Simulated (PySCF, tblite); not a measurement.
# C₆H₇N₂P: geometry, infrared bands and NMR shifts

What infrared bands and NMR shifts should C₆H₇N₂P (`CCn1cpc(C#N)c1`) show?

Programs: tblite 0.8.0 and PySCF 2.14.0, with density-fitted response routines of our own. Each step states its level of theory. These are calculated values for one molecule in the gas phase, unless marked as measured. Atoms are numbered from 0 throughout.

## 1. Starting geometry

16 atoms, charge 0, multiplicity 1; geometry from: force field or distance geometry start.

Bonds of the start (Å): C0–C1 1.51, C1–N2 1.46, N2–C3 1.39, C3–P4 1.84, P4–C5 1.85, C5–C6 1.43, C6–N7 1.17, C5–C8 1.39, C8–N2 1.39, C0–H9 1.09, C0–H10 1.10, C0–H11 1.11, C1–H12 1.10, C1–H13 1.10, C3–H14 1.08, C8–H15 1.09.

## 2. Relaxing the molecule with GFN2-xTB

Job settings and geometry (Å):

```
{"job": {"kind": "relax", "xc": "GFN2-xTB", "basis": "xTB"}, "charge": 0, "multiplicity": 1}
C     -2.260500    -0.427400    -0.300500
C     -1.372300     0.291100     0.683800
N      0.005800     0.409500     0.205000
C      0.458700     1.501800    -0.527700
P      2.227400     1.446700    -1.025300
C      2.212100    -0.178600    -0.149800
C      3.403100    -0.974600    -0.076200
N      4.357500    -1.638500     0.005300
C      0.997900    -0.537200     0.418200
H     -1.909400    -1.436900    -0.505700
H     -2.318200     0.116100    -1.251600
H     -3.289100    -0.506400     0.100300
H     -1.746100     1.296400     0.912900
H     -1.325300    -0.259800     1.640100
H     -0.190000     2.333400    -0.769900
H      0.740900    -1.426600     0.988700
```

Launch:

```
$ OMP_NUM_THREADS=1 python probes_run.py task.json out
```

The driver reads the jobs from task.json and runs them one after another.

Standard output:

```text
step      E/eV     max force
  0    -672.73007    4.140
  1    -673.01200    4.271
  2    -672.87804    5.496
  3    -673.16276    0.753
  4    -673.17715    0.483
  5    -673.18867    0.366
  6    -673.19329    0.218
  7    -673.19814    0.221
  8    -673.20130    0.137
  9    -673.20308    0.080
 10    -673.20392    0.065
 11    -673.20451    0.066
 12    -673.20508    0.072
 13    -673.20569    0.067
 14    -673.20623    0.066
 15    -673.20667    0.058
 16    -673.20707    0.057
 17    -673.20747    0.054
 18    -673.20786    0.051
 19    -673.20820    0.048
 20    -673.20852    0.043
 21    -673.20885    0.043
 22    -673.20918    0.054
 23    -673.20945    0.040
 24    -673.20963    0.030
 25    -673.20977    0.034
 26    -673.20991    0.038
 27    -673.21004    0.039
 28    -673.21017    0.037
 29    -673.21032    0.034
 30    -673.21054    0.039
 31    -673.21082    0.038
 32    -673.21107    0.033
 33    -673.21123    0.026
 34    -673.21133    0.024
 35    -673.21141    0.021
 36    -673.21149    0.019
 37    -673.21154    0.014
 38    -673.21158    0.018
 39    -673.21162    0.018
 40    -673.21167    0.018
 41    -673.21172    0.018
 42    -673.21177    0.018
 43    -673.21182    0.020
 44    -673.21188    0.025
 45    -673.21194    0.020
 46    -673.21198    0.012
 47    -673.21201    0.008
```

Run time: 0.26 s. Hardware: 1 thread of Arm Neoverse V2, shared host.

Along the way: (not every step is listed) (the energy doesn't fall at every step)

| step | energy from step 0 (eV) | largest force (eV/Å) |
| --- | --- | --- |
| 0 | 0.0000 | 4.1402 |
| 1 | -0.2819 | 4.2710 |
| 2 | -0.1480 | 5.4962 |
| 3 | -0.4327 | 0.7529 |
| 4 | -0.4471 | 0.4833 |
| 5 | -0.4586 | 0.3665 |
| 6 | -0.4632 | 0.2178 |
| 7 | -0.4681 | 0.2214 |
| 8 | -0.4712 | 0.1371 |
| 11 | -0.4744 | 0.0664 |
| 14 | -0.4762 | 0.0658 |
| 17 | -0.4774 | 0.0539 |
| 20 | -0.4785 | 0.0435 |
| 23 | -0.4794 | 0.0404 |
| 26 | -0.4798 | 0.0380 |
| 29 | -0.4803 | 0.0337 |
| 32 | -0.4810 | 0.0326 |
| 35 | -0.4813 | 0.0214 |
| 38 | -0.4815 | 0.0184 |
| 41 | -0.4817 | 0.0177 |
| 42 | -0.4817 | 0.0183 |
| 43 | -0.4818 | 0.0199 |
| 44 | -0.4818 | 0.0251 |
| 45 | -0.4819 | 0.0203 |
| 46 | -0.4819 | 0.0122 |
| 47 | -0.4819 | 0.0081 |

Close pairs (by a distance rule), those that changed most:

| bond | before (Å) | after (Å) | change (Å) |
| --- | --- | --- | --- |
| C3–P4 | 1.838 | 1.715 | -0.123 |
| P4–C5 | 1.846 | 1.780 | -0.066 |
| N2–C8 | 1.388 | 1.345 | -0.043 |
| N2–C3 | 1.391 | 1.355 | -0.036 |
| C5–C6 | 1.434 | 1.398 | -0.036 |
| C1–N2 | 1.464 | 1.443 | -0.020 |
| C0–H11 | 1.107 | 1.086 | -0.020 |
| C0–C1 | 1.508 | 1.527 | +0.020 |

The final coordinates are the input of the step that follows.

## 3. Harmonic vibrations with GFN2-xTB

Job settings and geometry (Å):

```
{"job": {"kind": "ir", "xc": "GFN2-xTB", "basis": "xTB"}, "charge": 0, "multiplicity": 1}
C     -2.198998    -0.418306    -0.323684
C     -1.332333     0.299162     0.709441
N      0.025971     0.436415     0.241051
C      0.450007     1.475083    -0.518505
P      2.084077     1.369985    -1.027909
C      2.175380    -0.181579    -0.160773
C      3.317374    -0.985091    -0.089005
N      4.256637    -1.643366    -0.033516
C      0.976981    -0.493921     0.439581
H     -1.808911    -1.414616    -0.519020
H     -2.210903     0.136553    -1.259244
H     -3.217886    -0.507939     0.042752
H     -1.733635     1.296504     0.907590
H     -1.321643    -0.263546     1.646902
H     -0.237248     2.273805    -0.735419
H      0.767532    -1.370200     1.027397
```

Standard output:

```text
mode    cm-1     km/mol
  1      43.7      0.55
  2      99.7      2.12
  3     126.1      4.43
  4     157.7      2.76
  5     201.6      0.32
  6     339.1      0.01
  7     346.7      0.58
  8     394.5      2.94
  9     461.4      1.66
 10     505.7      1.49
 11     534.1      1.66
 12     551.3      6.87
 13     593.8      0.64
 14     719.9      3.04
 15     731.7      5.80
 16     772.7      9.37
 17     825.5      5.23
 18     943.2      6.13
 19     947.6      3.64
 20    1042.7      0.83
 21    1087.7      6.31
 22    1099.3      0.66
 23    1147.5     26.56
 24    1175.0      0.75
 25    1204.7      5.88
 26    1239.4      1.74
 27    1321.6      4.31
 28    1394.8     62.84
 29    1410.4      4.47
 30    1425.9      5.50
 31    1464.8      2.34
 32    1486.1      7.28
 33    1494.2     14.23
 34    1500.9    104.50
 35    2361.4    347.17
 36    2968.7     14.33
 37    2976.7     25.58
 38    3041.9     22.21
 39    3045.5     18.58
 40    3053.9     24.48
 41    3119.8     10.61
 42    3123.9      8.80
```

Wall time 0.45 s (1 thread of Arm Neoverse V2, shared host).

Which atoms move in the most intense modes:

| cm⁻¹ | km/mol | atoms |
| --- | --- | --- |
| 1148 | 26.6 | H15 26 %, C5 23 %, H14 13 % |
| 1395 | 62.8 | N2 43 %, C3 26 % |
| 1501 | 104.5 | C8 45 %, C5 34 % |
| 2361 | 347.2 | C6 61 %, N7 38 % |
| 2977 | 25.6 | H12 68 %, H13 27 % |
| 3042 | 22.2 | H10 63 %, H9 27 % |
| 3046 | 18.6 | H9 65 %, H10 30 % |
| 3054 | 24.5 | H11 93 % |

## 4. Shielding tensors: PBE0/pcSseg-1

The job, as its differences from that of step 3:

```diff
@@ -1,2 +1,2 @@
-{"job": {"kind": "ir", "xc": "GFN2-xTB", "basis": "xTB"}, "charge": 0, "multiplicity": 1}
+{"job": {"kind": "nmr", "xc": "PBE0", "basis": "pcSseg-1"}, "charge": 0, "multiplicity": 1}
 C     -2.198998    -0.418306    -0.323684
```

With the program's defaults for keys left out, this is: GIAO PBE0/pcSseg-1 NMR shielding, non-relativistic, gas phase.

Standard output:

```text
coarse grid: 14608 points
cycle   1  E = -682.9864073016  dE =  1.586e+00  |g| = 4.962e-01  |ddm| = 4.014e+00
cycle   2  E = -682.8429241806  dE =  1.435e-01  |g| = 9.456e-01  |ddm| = 1.516e+00
cycle   3  E = -683.0472472307  dE = -2.043e-01  |g| = 1.485e-01  |ddm| = 1.020e+00
cycle   4  E = -683.0515477886  dE = -4.301e-03  |g| = 6.676e-02  |ddm| = 1.735e-01
cycle   5  E = -683.0523823157  dE = -8.345e-04  |g| = 2.750e-02  |ddm| = 7.424e-02
cycle   6  E = -683.0525499267  dE = -1.676e-04  |g| = 7.426e-03  |ddm| = 3.240e-02
cycle   7  E = -683.0525659997  dE = -1.607e-05  |g| = 1.989e-03  |ddm| = 1.203e-02
cycle   8  E = -683.0525669048  dE = -9.051e-07  |g| = 4.502e-04  |ddm| = 2.151e-03
final grid: 138768 points
cycle   9  E = -683.1042880415  dE = -3.510e-05  |g| = 8.759e-03  |ddm| = 3.502e-02
cycle  10  E = -683.1042573242  dE =  3.072e-05  |g| = 1.366e-02  |ddm| = 2.258e-02
cycle  11  E = -683.1043070554  dE = -4.973e-05  |g| = 2.532e-03  |ddm| = 1.712e-02
cycle  12  E = -683.1043086994  dE = -1.644e-06  |g| = 4.316e-04  |ddm| = 2.802e-03
cycle  13  E = -683.1043087369  dE = -3.747e-08  |g| = 2.149e-04  |ddm| = 6.852e-04
cycle  14  E = -683.1043087461  dE = -9.188e-09  |g| = 9.378e-05  |ddm| = 2.494e-04
cycle  15  E = -683.1043087479  dE = -1.779e-09  |g| = 3.104e-05  |ddm| = 9.544e-05
cycle  16  E = -683.1043087481  dE = -2.253e-10  |g| = 6.883e-06  |ddm| = 3.497e-05
converged SCF energy = -683.1043087481

GIAO shielding tensors (ppm)
atom      isotropic    diamagn.    paramagn.     s11        s22        s33       span
  0 C      165.363     247.744     -82.381    150.096    158.928    187.065     36.969
  1 C      135.870     245.602    -109.732    114.478    120.918    172.212     57.734
  2 N       50.155     332.048    -281.893    -31.692     15.016    167.141    198.833
  3 C       26.381     256.519    -230.137   -104.192     57.813    125.523    229.716
  4 P      157.001     966.519    -809.518    -43.105     87.051    427.059    470.164
  5 C       64.027     268.340    -204.313    -38.351     73.530    156.901    195.253
  6 C       65.483     255.901    -190.417    -52.259    -45.888    294.596    346.855
  7 N      -52.994     341.174    -394.168   -213.631   -160.092    214.739    428.370
  8 C       44.949     252.520    -207.571    -38.948     51.689    122.107    161.055
  9 H       30.209      30.684      -0.475     25.599     29.843     35.184      9.584
 10 H       30.104      30.114      -0.010     25.572     29.753     34.989      9.417
 11 H       30.398      28.085       2.313     26.470     26.649     38.075     11.605
 12 H       27.672      30.209      -2.537     23.168     27.435     32.412      9.244
 13 H       27.556      30.743      -3.187     22.895     27.360     32.414      9.518
 14 H       23.754      31.441      -7.687     21.252     22.482     27.528      6.275
 15 H       23.988      33.449      -9.461     20.323     23.895     27.746      7.422
```

Run time: 25 s. Hardware: 1 thread of Arm Neoverse V2, shared host; peak memory 0.78 GiB.

Shifts follow as δ = σ(reference) − σ, with reference shieldings (ppm) from runs at the same level and on the same kind of geometry: ¹H TMS 31.72, ¹³C TMS 186.9, ¹⁵N NH3 267.7, ³¹P H3PO4 318.4. The references are single molecules in the gas phase, so shifts against H2O, NH3, PH3, H3PO4 or CFCl3 are not on the usual liquid scales and can be off by tens of ppm. Atoms listed in one row are averaged.

| atoms | environment | σ (ppm) | δ (ppm) | δ scaled to CDCl3 |
| --- | --- | --- | --- | --- |
| C3 | aromatic CH next to a ring nitrogen | 26.4 | 160.5 | 154.8 |
| C8 | aromatic CH next to a ring nitrogen | 44.9 | 142.0 | 136.7 |
| C5 | substituted aromatic carbon | 64.0 | 122.9 | 118.0 |
| C6 | nitrile carbon | 65.5 | 121.4 | 116.6 |
| C1 | sp3 CH2 bonded to N | 135.9 | 51.1 | 47.9 |
| C0 | methyl carbon | 165.4 | 21.6 | 19.1 |
| H14 | hydrogen on an aromatic CH next to a ring nitrogen | 23.75 | 7.96 | 7.61 |
| H15 | hydrogen on an aromatic CH next to a ring nitrogen | 23.99 | 7.73 | 7.39 |
| H12, H13 | hydrogen on an sp3 CH2 bonded to N | 27.61 | 4.10 | 3.97 |
| H9, H10, H11 | hydrogen on a methyl carbon | 30.24 | 1.48 | 1.50 |
| N7 | nitrile nitrogen | -53.0 | 320.7 | – |
| N2 | pyrrole-type ring nitrogen | 50.2 | 217.6 | – |
| P4 | phosphorus bonded to 2 C, in a 5-membered ring | 157.0 | 161.4 | – |

The scaled column applies a straight-line fit of computed shieldings to shifts measured in CDCl3 (root-mean-square error 0.16 ppm for H, 1.9 ppm for C).

Charges from the same density, by scheme (e):

| atoms | Mulliken | IAO | Hirshfeld | ESP fit |
| --- | --- | --- | --- | --- |
| C0 | -0.27 | -0.43 | -0.11 | -0.19 |
| C1 | -0.04 | -0.15 | 0.00 | 0.13 |
| N2 | -0.55 | -0.03 | 0.02 | 0.11 |
| C3 | -0.14 | -0.34 | -0.08 | -0.26 |
| P4 | 0.45 | 0.32 | 0.06 | -0.06 |
| C5 | -0.59 | -0.31 | -0.09 | -0.06 |
| C6 | 0.16 | 0.14 | 0.06 | 0.45 |
| N7 | -0.25 | -0.26 | -0.24 | -0.50 |
| C8 | 0.34 | -0.07 | 0.00 | -0.33 |

Mayer bond orders: C0–C1 1.05, C1–N2 0.90, N2–C3 1.19, C3–P4 1.45, P4–C5 1.16, C5–C6 1.07, C6–N7 3.03, C5–C8 1.41, C8–N2 1.15.

Ring of atoms N2, C3, P4, C5, C8: NICS(0) -13.2, NICS(1) -11.1, NICS(1)zz -26.5 ppm (means of both faces).

## 5. Results

```
                                                              quantity                                       value
                             strongest single infrared mode (GFN2-xTB)                       2361 cm⁻¹, 347 km/mol
                                          zero-point energy (GFN2-xTB)                               75.0 kcal/mol
                                ¹³C shifts against TMS (PBE0/pcSseg-1)  160.5, 142.0, 122.9, 121.4, 51.1, 21.6 ppm
¹H shifts against TMS (PBE0/pcSseg-1, means over atoms taken as alike)                  7.96, 7.73, 4.10, 1.48 ppm
                                ¹⁵N shifts against NH3 (PBE0/pcSseg-1)                            320.7, 217.6 ppm
                              ³¹P shifts against H3PO4 (PBE0/pcSseg-1)                                   161.4 ppm
```

Over 47 steps the energy fell by 0.482 eV; of the close pairs, C3–P4 changed most, 1.838 to 1.715 Å. No mode is imaginary among the 42: a minimum at this level. The strongest single mode, at 2361 cm⁻¹, moves mainly C6 and N7. Unscaled tight-binding wavenumbers are off by several per cent, some by more. Its intensities can rank the bands wrongly. At PBE0/pcSseg-1: Shielding is most anisotropic at P4 (span 470 ppm, paramagnetic term -810 ppm). NICS(1)zz of -27 ppm above the planar ring from N2 marks a diatropic (aromatic) ring current.
